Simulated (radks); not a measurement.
# Ag inside a hard spherical wall

One table from this session's results is given with a row withheld; the runs are named, their logs left out.

Method: scalar-relativistic Kohn-Sham, PBE, spin-polarised, spherical densities, point nucleus; open shells are filled with parallel spins first. Code: radks (a radial shooting solver on a logarithmic mesh, Libxc functionals) version 1.

### The system

| Quantity | Value |
| --- | --- |
| element | silver (Z = 47) |
| charge | 0 |
| electrons | 47 |
| configuration | [Kr] 4d10 5s1 |

The outer shells:

Ag
```
[Kr] core
4d [↑↓][↑↓][↑↓][↑↓][↑↓]
5s [↑ ]
```

The first run:

The run's settings:

```text
Z 47
configuration [Kr] 4d10 5s1 5p0 6s0 4f0
relativity scalar-relativistic
functional pbe,pbe
spin polarised
nucleus point
c 137.035999084
```

Steps of the session up to this table: The free atom; Wall at 20 bohr; Wall at 15 bohr; Wall at 12 bohr; Wall at 10 bohr; Wall at 8 bohr; Wall at 4 bohr; Wall at 3 bohr; Wall at 2 bohr.

One of the session's tables, all rows but one given; the rest of the session is left out.

| R (bohr) | E − E(free) (eV) | ε(5s) (eV) | ε(5p, empty) (eV) |
| --- | --- | --- | --- |
| free | 0.000 | -4.734 | -0.973 |
| 20 | 0.000 | -4.734 | -0.973 |
| 15 | 0.000 | -4.734 | -0.963 |
| 12 | 0.001 | -4.731 | -0.914 |
| 10 | 0.007 | -4.713 | -0.784 |
| 8 | 0.062 | -4.593 | -0.347 |
| 4 | ? | ? | ? |
| 3 | 36.819 | 18.512 | 31.663 |
| 2 | 282.58 | 109.73 | 136.19 |

Q: Estimate the row for R (bohr) = 4 from the others.

Worked estimate for «E − E(free) (eV)». A straight line through the neighbours (8, 0.062) and (3, 36.819) gives 0.062 + (36.819 − 0.062) × (4 − 8) / (3 − 8) = 29.468; a parabola fitted to 4 rows on both sides gives 46.460.

The run gave: E − E(free) (eV): 7.648; ε(5s) (eV): 2.041; ε(5p, empty) (eV): 10.258. In «E − E(free) (eV)» the line misses by +21.820 and the parabola by +38.812. Between these rows the values bend or scatter more than so simple an estimate can follow.

In words: Eigenvalues are for spin up. From R = 4 bohr inwards the highest occupied level lies above zero, pushed up by confinement. Shells are not refilled when levels cross, and a hard wall is a model, not a crystal.
